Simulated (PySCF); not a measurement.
# CuOF2: relaxation and vibrations of the quartet

Aim: relax CuOF2 as a quartet from a trigonal pyramidal start, check by its vibrations whether the end is a minimum, and collect its spectrum and constants.

The runs use PySCF 2.14.0; PBE0, basis Cu def2-TZVP, O def2-TZVP, F def2-TZVP, no relativity, density fitting.

### Step 1. The starting structure

4 atoms, charge 0, spin multiplicity 4.

Bond lengths: Cu1–O2 1.720 Å, Cu1–F3 1.760 Å, Cu1–F4 1.760 Å. Angles: O2–Cu1–F3 99.8°, O2–Cu1–F4 99.8°, F3–Cu1–F4 99.8°.

Z-matrix (Å, degrees; charge 0 multiplicity 4):
```
Cu
O  1 1.7200
F  1 1.7600 2 99.75
F  1 1.7600 2 99.75 3 -101.77
```

### Step 2. The SCF at the typed geometry

The steps below are one call of a driver around PySCF. For each, scf.py gives the equivalent set-up of the SCF; relaxations use the driver's own optimiser. After this first run the driver tries any further starts and a stability analysis.

Input file scf.py:

```python
from pyscf import gto, scf, dft
mol = gto.M(atom='''
Cu    -0.000000    -0.381630     0.000000
O      1.602870     0.242200    -0.000010
F     -0.674730     0.530090    -1.345800
F     -0.674740     0.530090     1.345800''',
    basis={'Cu': 'def2-TZVP', 'O': 'def2-TZVP', 'F': 'def2-TZVP'},
    charge=0, spin=3)
mf = dft.UKS(mol, xc='PBE0')
mf.grids.atom_grid = (50, 194)
aux = {'Cu': 'def2-universal-JKFIT', 'O': 'def2-universal-JKFIT', 'F': 'def2-universal-JKFIT'}
mf = mf.density_fit(auxbasis=aux)
mf.conv_tol = 1e-08
mf.diis_space = 10
mf.max_cycle = 60
mf.init_guess = 'minao'
mf.verbose = 4
mf.kernel()
```

The run is started by

```
> OMP_NUM_THREADS=4 python axn.py task.json out
```

Further steps of the session: Trigonal pyramidal start, quartet: relaxation; Hessian and properties.

Before running it: what results should come out? Wanted: minimum; geometry; wavenumbers; dipole moment; highest occupied, lowest empty level; polar-tensor charge of Cu1; zero-point energy; atomisation energy; ⟨S²⟩.

As calculated:

| quantity | value |
| --- | --- |
| minimum | quartet, C2v |
| geometry | Cu–F 1.751 Å (×2), Cu–O 1.884 Å; F–Cu–F 162.5°, F–Cu–O 98.8° (×2) |
| wavenumbers (cm⁻¹) | 59 (b2), 84 (a1), 180 (b1), 314 (a1), 581 (a1), 694 (b2) |
| dipole moment | 1.82 D |
| highest occupied, lowest empty level (either spin) | -9.78, -6.96 eV |
| polar-tensor charge of Cu1 | +0.89 e |
| zero-point energy | 11.4 kJ/mol |
| entropy at 298.15 K | 333.7 J/(mol K) |
| atomisation energy (no zero-point energy) | 770 kJ/mol |
| ⟨S²⟩ | 3.762 |

What this shows: The trigonal pyramidal start (Cs) ends in a minimum of C2v symmetry. In the infrared the band at 694 cm⁻¹ (b2, stretch) leads. Most of the spin sits on O2 (Mulliken spin 1.96, against 3 for the whole molecule). Other starts or spin states, not run here, may lie lower. One determinant may miss the lowest occupation of an open d or f shell.
